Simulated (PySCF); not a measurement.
# EuCl: bond curves at several levels of theory

An exercise on one series of results from a longer session: the logs are not shown, and one member is left open.

Program: PySCF 2.14.0. Level of theory: Eu x2c-SVPall, Cl x2c-SVPall, spin-free X2C with a Gaussian nucleus. These are calculated values, not measurements.

The first run:

A driver script around PySCF takes these settings:

| Item | Value |
| --- | --- |
| atoms | Eu, Cl |
| charge | 0 |
| basis | Eu x2c-SVPall, Cl x2c-SVPall |
| Hamiltonian | spin-free X2C with a Gaussian nucleus |
| basis functions | 103 |
| electrons treated | 80 |
| masses in u | 152.9212, 34.9689 |
| levels | PBE0, PBE, r²SCAN, B97-3, B2PLYP, HF, MP2, SCS-MP2 |
| grid | 80 radial by 434 angular points |
| occupations | held fixed by the projection of orbital angular momentum |
| dissociation limit | Eu + Cl, each in its ground configuration |
| starting distance in angstrom | 2.480 |
| values of 2S to try | 6, 8 |

Launch:

```console
$ OMP_NUM_THREADS=2 python dia.py task.json out
```

Among the steps run: Input; First curve: PBE0; Higher solutions at PBE0; PBE (GGA); r²SCAN (meta-GGA); B97-3 (global hybrid GGA); B2PLYP (double hybrid); UHF (mean field).

One of the session's tables, all rows but one given; the rest of the session is left out.

It belongs to the step «The curves together». Energy (eV) from each level's lowest point:

| R (Å) | UHF | UHF-MP2 | UHF-SCS-MP2 | PBE | r²SCAN |
| --- | --- | --- | --- | --- | --- |
| 2.195 | 1.464 | 0.864 | 0.989 | 0.878 | 0.942 |
| 2.297 | 0.752 | 0.353 | 0.433 | 0.378 | 0.415 |
| 2.399 | 0.321 | 0.088 | 0.131 | 0.111 | 0.128 |
| 2.475 | ? | ? | ? | ? | ? |
| 2.552 | 0.033 | 0.000 | 0.000 | 0.000 | 0.000 |
| 2.629 | 0.000 | 0.049 | 0.032 | 0.033 | 0.028 |
| 2.731 | 0.035 | 0.177 | 0.140 | 0.137 | 0.129 |
| 2.858 | 0.166 | 0.402 | 0.346 | 0.332 | 0.323 |
| 3.011 | 0.403 | 0.725 | 0.651 | 0.619 | 0.614 |
| 3.216 | 0.784 | 1.186 | 1.096 | 1.037 | 1.042 |

Q: Estimate the row for R (Å) = 2.475 from the others.

Worked estimate for «UHF». A straight line through the neighbours (2.399, 0.321) and (2.552, 0.033) gives 0.321 + (0.033 − 0.321) × (2.475 − 2.399) / (2.552 − 2.399) = 0.178; a parabola fitted to 4 rows on both sides gives 0.130.

As computed: UHF: 0.133; UHF-MP2: 0.007; UHF-SCS-MP2: 0.027; PBE: 0.020; r²SCAN: 0.027. In «UHF» the line misses by +0.045 and the parabola by -0.003.
